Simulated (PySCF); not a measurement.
# Accurate constants of RuF, step by step

An exercise on one series of results from a longer session: the logs are not shown, and one member is left open.

Method: CCSD(T) on ROHF, scalar-relativistic core potentials; program: PySCF 2.14.0.

The first run:

```yaml
molecule: RuF
state: quartet, unpaired electrons σ ↑, π ↑, δ ↑
smaller_basis: Ru aug-cc-pVDZ-PP with ECP28, F aug-cc-pVDZ
larger_basis: Ru aug-cc-pVTZ-PP with ECP28, F aug-cc-pVTZ
frozen_core_orbitals: 5
extrapolation: correlation as n⁻³ (n = 2, 3), Hartree–Fock as (n+1)·exp(−9√n)
corrections: none
distances_Å: 1.6846, 1.7611, 1.8377, 1.9143, 1.9908, 2.0866, 2.1823
masses_u: 101.9043, 18.9984
dissociation_limit: Ru + F
```

On the command line:

```
$ OMP_NUM_THREADS=4 python comp.py task.json out
```

One table of the session follows, with a row left open; its other results are not shown here.

| level | Re (Å) | ωe (cm⁻¹) | ωexe (cm⁻¹) | αe (cm⁻¹) | De (eV) |
| --- | --- | --- | --- | --- | --- |
| CCSD(T)/aug-cc-pVDZ(-PP) | 1.9616 | 520.6 | 2.27 | 0.00184 | 3.903 |
| CCSD(T)/aug-cc-pVTZ(-PP) | 1.9360 | 529.3 | 2.33 | 0.00198 | 4.062 |
| HF/CBS | 1.9994 | 493.2 | 2.49 | 0.00171 | 2.229 |
| MP2/CBS | 1.9267 | 522.5 | 1.69 | 0.00197 | 4.355 |
| CCSD/CBS | 1.9387 | 529.6 | 2.33 | 0.00194 | 3.924 |
| CCSD(T)/CBS | ? | ? | ? | ? | ? |

**Question.** Estimate the row for CCSD(T)/CBS.

As computed: Re (Å): 1.9309; ωe (cm⁻¹): 533.2; ωexe (cm⁻¹): 2.37; αe (cm⁻¹): 0.00201; De (eV): 4.133. In the column «Re (Å)» it lies between MP2/CBS (1.9267) and CCSD(T)/aug-cc-pVTZ(-PP) (1.9360).

What this shows: The last step gives Re = 1.9309 Å, ωe = 533.2 cm⁻¹ and De = 4.133 eV; the smaller basis alone is off from it by +30.7 mÅ and -0.23 eV. Near the minimum the mean field binds by 2.17 eV and correlation adds 1.96 eV of binding. T1 is 0.037. Spin–orbit coupling, core–valence correlation and excitations beyond (T) are left out. The outer-core shells of Ru are frozen, which can move the bond length by hundredths of an ångström. An extrapolation from double and triple zeta is rough, so this isn't yet the limit.
